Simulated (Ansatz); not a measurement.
# CuTe (wurtzite): one cell under locks on the spin (series 3), part 2 of 2

Aim: hold or release the moments of CuTe (wurtzite) in several ways at one fixed cell, and compare the energies. Cell and atoms stay fixed. The start comes from a prototype table, not from a measured structure.

Ansatz 0.2.0; DFT LDA+U (U_eff = 6 eV on Cu d), plane waves, PAW.

## (5) Total moment locked, 1.80 μB per cell

input.yaml

```yaml
crystal:
  lattice:
    - [4.47665298, 0.0, 0.0]
    - [-2.23832649, 3.8768952, 0.0]
    - [0.0, 0.0, 7.33172399]
  atoms:
    - { symbol: Cu, position: [0.6666666667, 0.3333333333, 0.0], spin: 0.9 }
    - { symbol: Cu, position: [0.3333333333, 0.6666666667, 0.5], spin: 0.9 }
    - { symbol: Te, position: [0.6666666667, 0.3333333333, 0.6252] }
    - { symbol: Te, position: [0.3333333333, 0.6666666667, 0.1252] }
basis:
  ecutwfc: 420
  ecutrho_ratio: 4
kpoints:
  mp_grid: { grid: [5, 5, 3] }
hamiltonian:
  xc: lda
  hubbard:
    sites:
      - { site: 0, l: d, u_eff: 6.0, starting_ns: [{ spin: up, occupation_matrix: s0up }, { spin: down, occupation_matrix: s0down }] }
      - { site: 1, l: d, u_eff: 6.0, starting_ns: [{ spin: up, occupation_matrix: s1up }, { spin: down, occupation_matrix: s1down }] }
    occupation_matrices:
      s0up:
        matrix:
          - [0.97, 0.0, 0.0, 0.0, 0.0]
          - [0.0, 0.97, 0.0, 0.0, 0.0]
          - [0.0, 0.0, 0.97, 0.0, 0.0]
          - [0.0, 0.0, 0.0, 0.97, 0.0]
          - [0.0, 0.0, 0.0, 0.0, 0.97]
      s0down:
        matrix:
          - [0.02, 0.0, 0.0, 0.0, 0.0]
          - [0.0, 0.97, 0.0, 0.0, 0.0]
          - [0.0, 0.0, 0.97, 0.0, 0.0]
          - [0.0, 0.0, 0.0, 0.97, 0.0]
          - [0.0, 0.0, 0.0, 0.0, 0.97]
      s1up:
        matrix:
          - [0.97, 0.0, 0.0, 0.0, 0.0]
          - [0.0, 0.97, 0.0, 0.0, 0.0]
          - [0.0, 0.0, 0.97, 0.0, 0.0]
          - [0.0, 0.0, 0.0, 0.97, 0.0]
          - [0.0, 0.0, 0.0, 0.0, 0.97]
      s1down:
        matrix:
          - [0.02, 0.0, 0.0, 0.0, 0.0]
          - [0.0, 0.97, 0.0, 0.0, 0.0]
          - [0.0, 0.0, 0.97, 0.0, 0.0]
          - [0.0, 0.0, 0.0, 0.97, 0.0]
          - [0.0, 0.0, 0.0, 0.0, 0.97]
    ns_hold: { iters: 8 }
scf:
  occupations: { method: gaussian, width: 0.05 }
  lower_state_search: "off"
  max_iter: 150
output:
  forces: true
  stress: true
  eigenvalues: true
  populations: true
  hubbard: { sites: [{ site: 0, l: d }, { site: 1, l: d }] }
magnetization:
  spin_polarized: true
  initial_magnetization: 1.8
  spin_locking: { lock_magnetization: hard }
```

The typed matrices put 0.97 on the chosen orbitals and 0.02 on the others, and are held for 8 cycles. The lock stays on to the end, so the result is a constrained state unless its moments die out.

Started as:

```console
$ ansatz run input.yaml --threads 2 --pin off --max-ram 3072MiB --backend cpu --events-out ev --progress --plain --runs-dir out
```

Log, cut to the lines that bear on the results:

```text
Warning: output.stress: scf.convergence.dr2_threshold = 1e-7 eV (the SCF's general default) is looser than the 4e-10 eV advised for a printed stress (1e-10 eV for each atom of the cell: 4). What an SCF threshold leaves in a stress goes as its square root, and in the free energy as the [...]
Warning: RAYON_NUM_THREADS=2 ignored (pool sized by the plan → 2); use --threads N
Cu: projections on atomic orbitals take those of the free atom [Ne] 3s2 3p6 3d10 4s1, of charge +0.00 (hamiltonian.pseudopotentials.projection_atoms); the dataset's partial waves leave at most 2.0e-6 of an orbital's norm unspanned inside its sphere
Te: projections on atomic orbitals take those of the free atom [Kr] 4d10 5s2 5p4, of charge +0.00 (hamiltonian.pseudopotentials.projection_atoms); the dataset's partial waves leave at most 7.8e-6 of an orbital's norm unspanned inside its sphere
[...]
Pseudopotentials: kind: paw
Pseudopotential: Cu, paw, valence charge 19, recommended cutoff 420 eV (normal), Cu.paw.azcp
Pseudopotential: Te, paw, valence charge 16, recommended cutoff 420 eV (normal), Te.paw.azcp
Functional definition: SPW92
[...]
Crystal: 4 atoms, lattice volume = 127.246 Å³
[...]
WARN: hamiltonian.hubbard: on 2 of 4 specified blocks the occupation matrix of this SCF's result fails the test of the specified filling. At site 0 ↓ (sites count from 0 in the list of atoms of the cell that this SCF solves) the least filled combination of the orbitals specified full has [...]
  Cu0 d_3D: site group C3v (3m)
  Cu0 d_3D up     Tr n = 4.9788  λ = 0.994 0.994 0.996 0.997 0.997  [2× x2-y2 0.34 (T2 1.00) E(1.00) | z2 1.00 (T2 1.00) A1(1.00) | 2× xz 0.34 (E 1.00) E(1.00)]
  Cu0 d_3D dn     Tr n = 4.8983  λ = 0.968 0.973 0.973 0.992 0.992  [z2 1.00 (T2 1.00) A1(1.00) | 2× x2-y2 0.34 (T2 1.00) E(1.00) | 2× xz 0.34 (E 1.00) E(1.00)]
  specified occupation → Cu0 d_3D up: matrix, ‖Δ‖_F = 0.0577, Tr Δ = -0.1288, displaced = 0.0644, d_λ = 0.0577; orbital distance = 0.0000
  specified occupation → Cu0 d_3D dn: matrix, ‖Δ‖_F = 0.9485, Tr Δ = -0.9983, displaced = 0.4991, d_λ = 0.9485; orbital distance = 0.0000
  Cu1 d_3D: site group C3v (3m)
  Cu1 d_3D up     Tr n = 4.9788  λ = 0.994 0.994 0.996 0.997 0.997  [2× x2-y2 0.34 (T2 1.00) E(1.00) | z2 1.00 (T2 1.00) A1(1.00) | 2× xz 0.34 (E 1.00) E(1.00)]
  Cu1 d_3D dn     Tr n = 4.8983  λ = 0.968 0.973 0.973 0.992 0.992  [z2 1.00 (T2 1.00) A1(1.00) | 2× x2-y2 0.34 (T2 1.00) E(1.00) | 2× xz 0.34 (E 1.00) E(1.00)]
  specified occupation → Cu1 d_3D up: matrix, ‖Δ‖_F = 0.0577, Tr Δ = -0.1288, displaced = 0.0644, d_λ = 0.0577; orbital distance = 0.0000
  specified occupation → Cu1 d_3D dn: matrix, ‖Δ‖_F = 0.9485, Tr Δ = -0.9983, displaced = 0.4991, d_λ = 0.9485; orbital distance = 0.0000
  Tr n, λ and their labels are of the run-group-symmetrised matrices; stabiliser: 12 of 24 elements of G0×{1,Θ} (closed), max defect 2.6e-15 at τ = 3.5e-5
```

Run time: 24 s. Hardware: 2 threads of Arm Neoverse V1, shared host; peak memory 0.42 GiB.

It ends with no gap, pressure -8.8 GPa, moments in spheres Cu 0.14; Te 0.38 μB, largest force component 0.07 eV/Å, 12 symmetry operations imposed. The program reports that the typed filling wasn't kept.

How the shells are filled (orbitals counted by the eigenvalues of the occupation matrices):

```
         shell  channel  electrons  over 0.8  0.2 to 0.8  under 0.2
Cu 3d (atom 1)       up       4.98         5           0          0
Cu 3d (atom 1)     down       4.90         5           0          0
```

## (6) All runs side by side

What follows sums up all 2 parts.

Energies count from the lowest free state and have the smearing extrapolated to zero; for held moments they are taken at the target, with the constraint's term.

| start | energy (meV/atom) | gap (eV) | pressure (GPa) | largest moment (μB) | SCF cycles | time |
| --- | --- | --- | --- | --- | --- | --- |
| antiferromagnetic directions held [held] | 0.0 | metal | -9.6 | 0.00 | 37 | 31 s |
| ferrimagnetic site moments held at first, then free (earlier series) | 0.0 | metal | -9.6 | 0.00 | 35 | 28 s |
| total moment held at first, then free, 1.00 μB per cell | 0.0 | metal | -9.6 | 0.00 | 21 | 15 s |
| total moment locked, 1.80 μB per cell [held] | 48.4 | metal | -8.8 | 0.38 | 33 | 24 s |
| ferrimagnetic site moments held [held] | 611.2 | metal | -9.2 | 0.99 | 84 | 60 s |

The 2 free runs end within about 1 meV/atom of each other. The lock of «antiferromagnetic directions held» costs nothing: that run ends at the energy of the lowest free state, with its moments gone, so the lock held nothing. The lowest state found need not be the ground state, and the geometry wasn't relaxed for any of them.
